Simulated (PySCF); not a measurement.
# C2H12Si3: NMR shifts at several levels of theory

How much do the NMR shifts of C2H12Si3 (`[SiH3]C[SiH2]C[SiH3]`) depend on the level of theory, and what does each level cost?

Computed with PySCF 2.14.0, with density-fitted response routines of our own, on a single molecule in the gas phase. Atoms count from 0, in the outputs and in this text.

## 1. The molecule as given

17 atoms, charge 0, multiplicity 1; geometry from: GFN2-xTB.

Bonds of the start (Å): Si0–C1 1.90, C1–Si2 1.90, Si2–C3 1.90, C3–Si4 1.90, Si0–H5 1.47, Si0–H6 1.47, Si0–H7 1.47, C1–H8 1.09, C1–H9 1.09, Si2–H10 1.47, Si2–H11 1.47, C3–H12 1.09, C3–H13 1.09, Si4–H14 1.47, Si4–H15 1.47, Si4–H16 1.47.

## 2. Geometry optimisation at PBE0-D3(BJ)/def2-SVP

The job: settings as JSON, then the geometry in Å.

```
{"job": {"xc": "PBE0", "basis": "def2-SVP", "d3": "d3bj", "grid": 1, "kind": "geom"}, "charge": 0, "multiplicity": 1}
Si    -2.174690     0.511780     0.864800
C     -1.232120     0.679160    -0.773210
Si    -0.090140    -0.769780    -1.225340
C      1.186280    -1.071390     0.148670
Si     2.282350     0.409380     0.601950
H     -2.996520    -0.701910     0.845940
H     -1.240720     0.447200     1.992350
H     -3.051740     1.673460     1.051760
H     -0.642570     1.595820    -0.745940
H     -1.953990     0.810190    -1.579490
H     -0.895020    -1.985320    -1.425710
H      0.607850    -0.471710    -2.486610
H      1.826660    -1.899600    -0.155180
H      0.664500    -1.408180     1.044710
H      3.248770     0.012340     1.632520
H      3.015940     0.868060    -0.581370
H      1.469570     1.510840     1.125420
```

The program printed:

```text
step   0  E = -951.12235461  max force = 0.016405
step   1  E = -951.12553289  max force = 0.001712
step   2  E = -951.12559014  max force = 0.000537
step   3  E = -951.12559800  max force = 0.000222
optimisation converged
```

It took 18 s on 8 threads of Arm Neoverse V1, shared host.

Step by step:

| step | energy from step 0 (eV) | largest force component (eV/Å) |
| --- | --- | --- |
| 0 | 0.0000 | 0.8436 |
| 1 | -0.0865 | 0.0880 |
| 2 | -0.0880 | 0.0276 |
| 3 | -0.0883 | 0.0114 |

Distances of close pairs at the start and the end, largest changes first:

| bond | before (Å) | after (Å) | change (Å) |
| --- | --- | --- | --- |
| Si4–H16 | 1.466 | 1.496 | +0.031 |
| Si0–H6 | 1.466 | 1.496 | +0.031 |
| Si4–H15 | 1.466 | 1.496 | +0.030 |
| Si0–H5 | 1.466 | 1.496 | +0.030 |
| Si0–H7 | 1.468 | 1.495 | +0.028 |
| Si4–H14 | 1.468 | 1.495 | +0.028 |
| Si2–H10 | 1.472 | 1.498 | +0.026 |
| Si2–H11 | 1.472 | 1.498 | +0.026 |

The next job starts from the end point, and lists it.

| at the end point | value |
| --- | --- |
| point group (found at 0.08 Å tolerance) | C2 |
| rotational constants (GHz, main isotopes) | 3.082, 1.254, 1.030 |
| dipole moment (D) | 0.28 |

## 3. Shielding tensors: PBE0/pcSseg-2

The job: settings as JSON, then the geometry in Å.

```
{"job": {"kind": "nmr", "xc": "PBE0", "basis": "pcSseg-2", "pop": false}, "charge": 0, "multiplicity": 1}
Si    -2.164331     0.517701     0.841645
C     -1.217450     0.686235    -0.774169
Si    -0.089799    -0.759312    -1.206221
C      1.172087    -1.074719     0.156254
Si     2.269981     0.387103     0.596289
H     -2.998194    -0.724415     0.827325
H     -1.220145     0.427578     1.998664
H     -3.064994     1.690216     1.065750
H     -0.617442     1.612118    -0.734990
H     -1.946142     0.816173    -1.593031
H     -0.923713    -1.985535    -1.415854
H      0.634218    -0.470238    -2.484955
H      1.818072    -1.913342    -0.156550
H      0.644651    -1.404945     1.068152
H      3.271164     0.014787     1.642771
H      3.006144     0.866585    -0.614764
H      1.450302     1.524350     1.118953
```

Method: GIAO PBE0/pcSseg-2 NMR shielding, non-relativistic, gas phase.

The program printed:

```text
coarse grid: 14488 points
cycle   1  E = -951.4605261039  dE = -1.773e-01  |g| = 4.586e-01  |ddm| = 2.828e+00
cycle   2  E = -951.4370208257  dE =  2.351e-02  |g| = 5.230e-01  |ddm| = 5.919e-01
cycle   3  E = -951.5080655868  dE = -7.104e-02  |g| = 5.448e-02  |ddm| = 3.734e-01
cycle   4  E = -951.5088358552  dE = -7.703e-04  |g| = 1.247e-02  |ddm| = 6.222e-02
cycle   5  E = -951.5088683229  dE = -3.247e-05  |g| = 3.090e-03  |ddm| = 1.500e-02
cycle   6  E = -951.5088713068  dE = -2.984e-06  |g| = 3.322e-04  |ddm| = 4.041e-03
final grid: 122664 points
cycle   7  E = -951.5214213766  dE = -6.649e-05  |g| = 5.847e-03  |ddm| = 4.014e-02
cycle   8  E = -951.5214158219  dE =  5.555e-06  |g| = 7.328e-03  |ddm| = 8.090e-03
cycle   9  E = -951.5214297356  dE = -1.391e-05  |g| = 3.760e-04  |ddm| = 4.864e-03
cycle  10  E = -951.5214297639  dE = -2.838e-08  |g| = 1.366e-04  |ddm| = 4.807e-04
cycle  11  E = -951.5214297692  dE = -5.296e-09  |g| = 3.747e-05  |ddm| = 2.128e-04
cycle  12  E = -951.5214297695  dE = -2.919e-10  |g| = 2.804e-06  |ddm| = 3.264e-05
converged SCF energy = -951.5214297695

GIAO shielding tensors (ppm)
atom      isotropic    diamagn.    paramagn.     s11        s22        s33       span
  0 Si     412.131     878.577    -466.447    381.987    396.941    457.464     75.477
  1 C      197.015     250.689     -53.675    188.781    195.379    206.884     18.103
  2 Si     376.354     879.207    -502.853    345.323    368.037    415.701     70.379
  3 C      197.010     250.637     -53.627    188.823    195.353    206.854     18.032
  4 Si     412.121     878.574    -466.454    382.055    396.837    457.470     75.415
  5 H       27.324      29.026      -1.701     24.198     25.501     32.274      8.076
  6 H       27.256      30.301      -3.045     23.473     27.387     30.908      7.435
  7 H       27.148      28.325      -1.177     23.900     24.733     32.810      8.910
  8 H       31.115      32.741      -1.626     26.794     28.980     37.571     10.776
  9 H       31.322      29.891       1.431     26.101     28.318     39.547     13.446
 10 H       26.821      29.839      -3.018     23.535     25.060     31.869      8.335
 11 H       26.822      29.841      -3.019     23.534     25.062     31.870      8.336
 12 H       31.324      29.887       1.437     26.103     28.323     39.546     13.444
 13 H       31.110      32.721      -1.611     26.794     28.966     37.571     10.776
 14 H       27.148      28.320      -1.172     23.898     24.733     32.813      8.915
 15 H       27.324      29.030      -1.706     24.197     25.508     32.267      8.070
 16 H       27.255      30.295      -3.039     23.477     27.375     30.914      7.437
```

Run time: 49 s. Hardware: 8 threads of Arm Neoverse V1, shared host.

Shifts follow as δ = σ(reference) − σ, with reference shieldings (ppm) from runs at the same level and on the same kind of geometry: 1H TMS 31.25, 13C TMS 184.1, 29Si TMS 341.3. The references are single molecules in the gas phase. Atoms listed in one row are averaged.

| atoms | environment | σ (ppm) | δ (ppm) |
| --- | --- | --- | --- |
| C1, C3 | sp3 CH2 bonded to 2 Si | 197.0 | -12.9 |
| H10, H11 | hydrogen on a silicon bonded to 2 C | 26.82 | 4.42 |
| H5, H6, H7, H14, H15, H16 | hydrogen on a silicon bonded to C | 27.24 | 4.00 |
| H8, H9, H12, H13 | hydrogen on an sp3 CH2 bonded to 2 Si | 31.22 | 0.03 |
| Si2 | silicon bonded to 2 C, 2 H | 376.4 | -35.1 |
| Si0, Si4 | silicon bonded to C, 3 H | 412.1 | -70.8 |

## 4. NMR shieldings: PBE/pcSseg-2

Same as in step 3 but for these lines:

```diff
@@ -1,2 +1,2 @@
-{"job": {"kind": "nmr", "xc": "PBE0", "basis": "pcSseg-2", "pop": false}, "charge": 0, "multiplicity": 1}
+{"job": {"kind": "nmr", "xc": "PBE", "basis": "pcSseg-2", "pop": false}, "charge": 0, "multiplicity": 1}
 Si    -2.164331     0.517701     0.841645
```

With the program's defaults for keys left out, this is: GIAO PBE/pcSseg-2 NMR shielding, non-relativistic, gas phase.

The program printed:

```text
coarse grid: 14488 points
cycle   1  E = -951.2874788115  dE = -1.633e-01  |g| = 6.639e-01  |ddm| = 2.887e+00
cycle   2  E = -951.0793289477  dE =  2.081e-01  |g| = 1.056e+00  |ddm| = 1.147e+00
cycle   3  E = -951.3906202846  dE = -3.113e-01  |g| = 1.277e-01  |ddm| = 8.626e-01
cycle   4  E = -951.3954141825  dE = -4.794e-03  |g| = 2.667e-02  |ddm| = 1.618e-01
cycle   5  E = -951.3955815343  dE = -1.674e-04  |g| = 9.333e-03  |ddm| = 4.173e-02
cycle   6  E = -951.3956107064  dE = -2.917e-05  |g| = 1.175e-03  |ddm| = 1.298e-02
cycle   7  E = -951.3956111119  dE = -4.055e-07  |g| = 3.496e-04  |ddm| = 1.643e-03
final grid: 122664 points
cycle   8  E = -951.4132239754  dE = -9.284e-05  |g| = 9.871e-03  |ddm| = 5.475e-02
cycle   9  E = -951.4131684716  dE =  5.550e-05  |g| = 1.724e-02  |ddm| = 1.692e-02
cycle  10  E = -951.4132473917  dE = -7.892e-05  |g| = 9.663e-04  |ddm| = 1.210e-02
cycle  11  E = -951.4132475931  dE = -2.015e-07  |g| = 2.348e-04  |ddm| = 1.206e-03
cycle  12  E = -951.4132476095  dE = -1.636e-08  |g| = 6.852e-05  |ddm| = 3.972e-04
cycle  13  E = -951.4132476106  dE = -1.146e-09  |g| = 9.168e-06  |ddm| = 7.833e-05
cycle  14  E = -951.4132476107  dE = -2.956e-11  |g| = 2.069e-06  |ddm| = 1.166e-05
converged SCF energy = -951.4132476107

GIAO shielding tensors (ppm)
atom      isotropic    diamagn.    paramagn.     s11        s22        s33       span
  0 Si     399.075     879.301    -480.226    366.738    383.392    447.094     80.356
  1 C      191.472     249.693     -58.221    183.955    189.581    200.881     16.926
  2 Si     360.135     879.843    -519.708    327.533    351.419    401.454     73.921
  3 C      191.465     249.624     -58.159    183.996    189.549    200.849     16.854
  4 Si     399.059     879.297    -480.238    366.794    383.283    447.101     80.307
  5 H       27.195      29.015      -1.820     24.165     25.398     32.023      7.858
  6 H       27.097      30.234      -3.136     23.400     27.241     30.651      7.252
  7 H       26.980      28.337      -1.357     23.794     24.612     32.534      8.739
  8 H       30.926      32.483      -1.557     26.801     28.974     37.002     10.200
  9 H       31.163      29.801       1.363     26.062     28.412     39.017     12.955
 10 H       26.612      29.796      -3.184     23.389     24.929     31.518      8.129
 11 H       26.612      29.798      -3.185     23.387     24.930     31.519      8.131
 12 H       31.165      29.795       1.370     26.063     28.417     39.016     12.953
 13 H       30.921      32.463      -1.542     26.802     28.961     37.002     10.200
 14 H       26.980      28.332      -1.351     23.792     24.613     32.536      8.744
 15 H       27.195      29.020      -1.825     24.164     25.405     32.016      7.852
 16 H       27.097      30.227      -3.131     23.404     27.229     30.657      7.253
```

Run time: 32 s. Hardware: 8 threads of Arm Neoverse V1, shared host.

Key values: δ C1 -12.1, Si2 -36.7, Si0 -75.6, H10 4.57, H5 4.09 ppm (means over like atoms).

## 5. Shielding tensors: wB97X-D/pcSseg-2

Same as in step 4 but for these lines:

```diff
@@ -1,2 +1,2 @@
-{"job": {"kind": "nmr", "xc": "PBE", "basis": "pcSseg-2", "pop": false}, "charge": 0, "multiplicity": 1}
+{"job": {"kind": "nmr", "xc": "wB97X-D", "basis": "pcSseg-2", "pop": false}, "charge": 0, "multiplicity": 1}
 Si    -2.164331     0.517701     0.841645
```

Level: GIAO wB97X-D/pcSseg-2 NMR shielding, non-relativistic, gas phase.

The program printed:

```text
coarse grid: 14488 points
cycle   1  E = -951.9156308181  dE = -1.526e-01  |g| = 3.539e-01  |ddm| = 2.801e+00
cycle   2  E = -951.9333440669  dE = -1.771e-02  |g| = 2.423e-01  |ddm| = 3.465e-01
cycle   3  E = -951.9467752714  dE = -1.343e-02  |g| = 4.030e-02  |ddm| = 1.644e-01
cycle   4  E = -951.9472780672  dE = -5.028e-04  |g| = 1.207e-02  |ddm| = 5.243e-02
cycle   5  E = -951.9473080259  dE = -2.996e-05  |g| = 1.564e-03  |ddm| = 1.168e-02
cycle   6  E = -951.9473092911  dE = -1.265e-06  |g| = 3.335e-04  |ddm| = 4.370e-03
final grid: 122664 points
cycle   7  E = -951.9683292895  dE = -1.804e-04  |g| = 6.004e-03  |ddm| = 3.921e-02
cycle   8  E = -951.9683326499  dE = -3.360e-06  |g| = 4.638e-03  |ddm| = 7.274e-03
cycle   9  E = -951.9683373879  dE = -4.738e-06  |g| = 5.076e-04  |ddm| = 2.834e-03
cycle  10  E = -951.9683374703  dE = -8.233e-08  |g| = 1.816e-04  |ddm| = 6.624e-04
cycle  11  E = -951.9683374783  dE = -8.078e-09  |g| = 2.551e-05  |ddm| = 2.215e-04
cycle  12  E = -951.9683374789  dE = -5.316e-10  |g| = 7.577e-06  |ddm| = 8.358e-05
converged SCF energy = -951.9683374789

GIAO shielding tensors (ppm)
atom      isotropic    diamagn.    paramagn.     s11        s22        s33       span
  0 Si     410.986     878.342    -467.355    381.264    395.450    456.244     74.979
  1 C      197.453     251.407     -53.954    188.936    195.915    207.507     18.571
  2 Si     376.202     878.988    -502.786    344.776    367.982    415.848     71.071
  3 C      197.448     251.378     -53.929    188.981    195.890    207.473     18.492
  4 Si     410.973     878.342    -467.368    381.351    395.320    456.249     74.898
  5 H       27.442      29.050      -1.608     24.313     25.624     32.389      8.076
  6 H       27.392      30.373      -2.981     23.620     27.514     31.041      7.421
  7 H       27.297      28.386      -1.089     24.061     24.893     32.936      8.875
  8 H       31.325      33.129      -1.804     27.024     29.194     37.758     10.735
  9 H       31.510      30.132       1.378     26.371     28.456     39.702     13.331
 10 H       26.996      29.876      -2.879     23.717     25.228     32.044      8.328
 11 H       26.997      29.877      -2.880     23.716     25.231     32.045      8.328
 12 H       31.512      30.130       1.382     26.372     28.461     39.701     13.329
 13 H       31.321      33.110      -1.789     27.024     29.181     37.759     10.734
 14 H       27.297      28.383      -1.086     24.060     24.894     32.939      8.879
 15 H       27.442      29.057      -1.615     24.312     25.631     32.383      8.071
 16 H       27.391      30.367      -2.976     23.624     27.501     31.047      7.422
```

Wall time 63 s (8 threads of Arm Neoverse V1, shared host).

Key values: δ C1 -13.0, Si2 -35.5, Si0 -70.3, H10 4.36, H5 3.98 ppm (means over like atoms).

## 6. Shielding tensors: KT2/pcSseg-2

Same as in step 5 but for these lines:

```diff
@@ -1,2 +1,2 @@
-{"job": {"kind": "nmr", "xc": "wB97X-D", "basis": "pcSseg-2", "pop": false}, "charge": 0, "multiplicity": 1}
+{"job": {"kind": "nmr", "xc": "KT2", "basis": "pcSseg-2", "pop": false}, "charge": 0, "multiplicity": 1}
 Si    -2.164331     0.517701     0.841645
```

Method: GIAO KT2/pcSseg-2 NMR shielding, non-relativistic, gas phase.

The program printed:

```text
coarse grid: 14488 points
cycle   1  E = -960.8812957962  dE = -1.517e-01  |g| = 5.728e-01  |ddm| = 2.787e+00
cycle   2  E = -960.7346276903  dE =  1.467e-01  |g| = 8.946e-01  |ddm| = 1.038e+00
cycle   3  E = -960.9666229130  dE = -2.320e-01  |g| = 9.861e-02  |ddm| = 7.479e-01
cycle   4  E = -960.9696489626  dE = -3.026e-03  |g| = 2.254e-02  |ddm| = 1.519e-01
cycle   5  E = -960.9697866917  dE = -1.377e-04  |g| = 7.318e-03  |ddm| = 3.838e-02
cycle   6  E = -960.9698024046  dE = -1.571e-05  |g| = 1.085e-03  |ddm| = 1.017e-02
cycle   7  E = -960.9698027750  dE = -3.703e-07  |g| = 2.139e-04  |ddm| = 1.408e-03
final grid: 122664 points
cycle   8  E = -961.0181628221  dE = -2.631e-04  |g| = 1.997e-02  |ddm| = 6.916e-02
cycle   9  E = -961.0181246600  dE =  3.816e-05  |g| = 1.920e-02  |ddm| = 1.982e-02
cycle  10  E = -961.0181903487  dE = -6.569e-05  |g| = 6.509e-03  |ddm| = 1.610e-02
cycle  11  E = -961.0182017208  dE = -1.137e-05  |g| = 7.344e-04  |ddm| = 5.062e-03
cycle  12  E = -961.0182018886  dE = -1.678e-07  |g| = 1.286e-04  |ddm| = 1.007e-03
cycle  13  E = -961.0182018933  dE = -4.689e-09  |g| = 3.989e-05  |ddm| = 2.007e-04
cycle  14  E = -961.0182018938  dE = -5.350e-10  |g| = 6.303e-06  |ddm| = 5.353e-05
converged SCF energy = -961.0182018938

GIAO shielding tensors (ppm)
atom      isotropic    diamagn.    paramagn.     s11        s22        s33       span
  0 Si     425.425     881.520    -456.095    393.907    411.227    471.141     77.234
  1 C      193.950     251.190     -57.240    186.547    192.166    203.136     16.589
  2 Si     387.008     882.055    -495.047    354.983    379.410    426.630     71.647
  3 C      193.943     251.129     -57.186    186.590    192.136    203.104     16.514
  4 Si     425.413     881.517    -456.104    393.960    411.130    471.150     77.191
  5 H       27.248      28.857      -1.608     24.193     25.427     32.126      7.933
  6 H       27.141      30.087      -2.946     23.414     27.262     30.748      7.334
  7 H       27.026      28.184      -1.158     23.808     24.639     32.631      8.822
  8 H       30.938      32.874      -1.937     26.779     28.955     37.079     10.300
  9 H       31.147      30.142       1.005     25.966     28.382     39.092     13.126
 10 H       26.643      29.738      -3.094     23.395     24.935     31.600      8.206
 11 H       26.644      29.739      -3.095     23.394     24.937     31.601      8.208
 12 H       31.149      30.139       1.010     25.967     28.388     39.091     13.124
 13 H       30.933      32.855      -1.922     26.779     28.942     37.079     10.300
 14 H       27.026      28.179      -1.153     23.806     24.639     32.633      8.827
 15 H       27.248      28.862      -1.614     24.192     25.433     32.119      7.927
 16 H       27.140      30.081      -2.941     23.417     27.250     30.753      7.335
```

Wall time 33 s (8 threads of Arm Neoverse V1, shared host).

In short: δ C1 -11.7, Si2 -36.0, Si0 -74.4, H10 4.53, H5 4.04 ppm (means over like atoms).

## 7. NMR shieldings: HF/pcSseg-2

Same as in step 6 but for these lines:

```diff
@@ -1,2 +1,2 @@
-{"job": {"kind": "nmr", "xc": "KT2", "basis": "pcSseg-2", "pop": false}, "charge": 0, "multiplicity": 1}
+{"job": {"kind": "nmr", "xc": "HF", "basis": "pcSseg-2", "pop": false}, "charge": 0, "multiplicity": 1}
 Si    -2.164331     0.517701     0.841645
```

With the program's defaults for keys left out, this is: GIAO HF/pcSseg-2 NMR shielding, non-relativistic, gas phase.

The program printed:

```text
final grid: 122664 points
cycle   1  E = -949.5367109029  dE = -7.546e-02  |g| = 3.768e-01  |ddm| = 2.736e+00
cycle   2  E = -949.5987788896  dE = -6.207e-02  |g| = 1.050e-01  |ddm| = 4.158e-01
cycle   3  E = -949.6043795331  dE = -5.601e-03  |g| = 3.022e-02  |ddm| = 1.694e-01
cycle   4  E = -949.6046765060  dE = -2.970e-04  |g| = 5.387e-03  |ddm| = 3.347e-02
cycle   5  E = -949.6046936865  dE = -1.718e-05  |g| = 1.727e-03  |ddm| = 9.512e-03
cycle   6  E = -949.6046953734  dE = -1.687e-06  |g| = 5.773e-04  |ddm| = 3.314e-03
cycle   7  E = -949.6046955625  dE = -1.891e-07  |g| = 1.159e-04  |ddm| = 1.060e-03
cycle   8  E = -949.6046955719  dE = -9.368e-09  |g| = 2.505e-05  |ddm| = 2.594e-04
cycle   9  E = -949.6046955722  dE = -3.599e-10  |g| = 6.896e-06  |ddm| = 4.788e-05
converged SCF energy = -949.6046955722

GIAO shielding tensors (ppm)
atom      isotropic    diamagn.    paramagn.     s11        s22        s33       span
  0 Si     443.889     874.963    -431.074    417.184    429.506    484.979     67.795
  1 C      204.815     249.775     -44.960    195.850    203.176    215.418     19.568
  2 Si     414.156     875.725    -461.569    386.754    405.272    450.443     63.689
  3 C      204.807     249.748     -44.940    195.880    203.152    215.389     19.509
  4 Si     443.881     874.960    -431.080    417.255    429.412    484.975     67.721
  5 H       27.951      29.297      -1.346     24.738     26.114     33.001      8.263
  6 H       27.948      30.694      -2.745     24.095     28.045     31.705      7.610
  7 H       27.830      28.590      -0.760     24.533     25.383     33.574      9.041
  8 H       31.871      33.399      -1.528     27.343     29.544     38.725     11.383
  9 H       32.013      30.271       1.742     26.894     28.593     40.552     13.658
 10 H       27.628      30.093      -2.465     24.300     25.743     32.841      8.542
 11 H       27.629      30.095      -2.466     24.300     25.745     32.842      8.543
 12 H       32.015      30.271       1.745     26.896     28.598     40.552     13.656
 13 H       31.866      33.379      -1.513     27.342     29.530     38.725     11.383
 14 H       27.831      28.586      -0.755     24.530     25.385     33.577      9.047
 15 H       27.950      29.303      -1.352     24.736     26.121     32.994      8.257
 16 H       27.948      30.687      -2.739     24.100     28.033     31.711      7.611
```

Run time: 31 s. Hardware: 8 threads of Arm Neoverse V1, shared host.

Key values: δ C1 -13.3, Si2 -31.2, Si0 -60.9, H10 4.05, H5 3.77 ppm (means over like atoms).

## 8. Comparing the runs: NMR shifts

Shifts (ppm), means over like atoms, with basis size and wall time:

| run | C1 | H10 | H5 | H8 | Si2 | Si0 | functions | time |
| --- | --- | --- | --- | --- | --- | --- | --- | --- |
| PBE0/pcSseg-2 | -12.9 | 4.42 | 4.00 | 0.03 | -35.1 | -70.8 | 369 | 49 s |
| PBE/pcSseg-2 | -12.1 | 4.57 | 4.09 | 0.13 | -36.7 | -75.6 | 369 | 32 s |
| wB97X-D/pcSseg-2 | -13.0 | 4.36 | 3.98 | -0.06 | -35.5 | -70.3 | 369 | 63 s |
| KT2/pcSseg-2 | -11.7 | 4.53 | 4.04 | 0.14 | -36.0 | -74.4 | 369 | 33 s |
| HF/pcSseg-2 | -13.3 | 4.05 | 3.77 | -0.26 | -31.2 | -60.9 | 369 | 31 s |

## 9. Summary of results

| quantity | value |
| --- | --- |
| point group | C2 |
| rotational constants (main isotopes) | 3.08, 1.25, 1.03 GHz |
| 13C shifts against TMS (PBE0/pcSseg-2, means over atoms taken as alike) | -12.9 ppm |
| 1H shifts against TMS (PBE0/pcSseg-2, means over atoms taken as alike) | 4.42, 4.00, 0.03 ppm |
| 29Si shifts against TMS (PBE0/pcSseg-2, means over atoms taken as alike) | -35.1, -70.8 ppm |
| range of the shift of Si0 | -75.6 to -60.9 ppm |

Single values in the summary come from the first run of each kind that ended normally (PBE0/pcSseg-2), which need not be the best level. Relaxing lowered the energy by 0.088 eV in 3 steps; the close pair that moved most is Si4–H16, from 1.466 to 1.496 Å. At PBE0/pcSseg-2: The largest span, 75 ppm, is at Si0, Si4, where the paramagnetic term is -466 ppm. Across the 5 runs the shift of Si0 (with its like atoms) moves most, between -75.6 (PBE/pcSseg-2) and -60.9 ppm (HF/pcSseg-2).
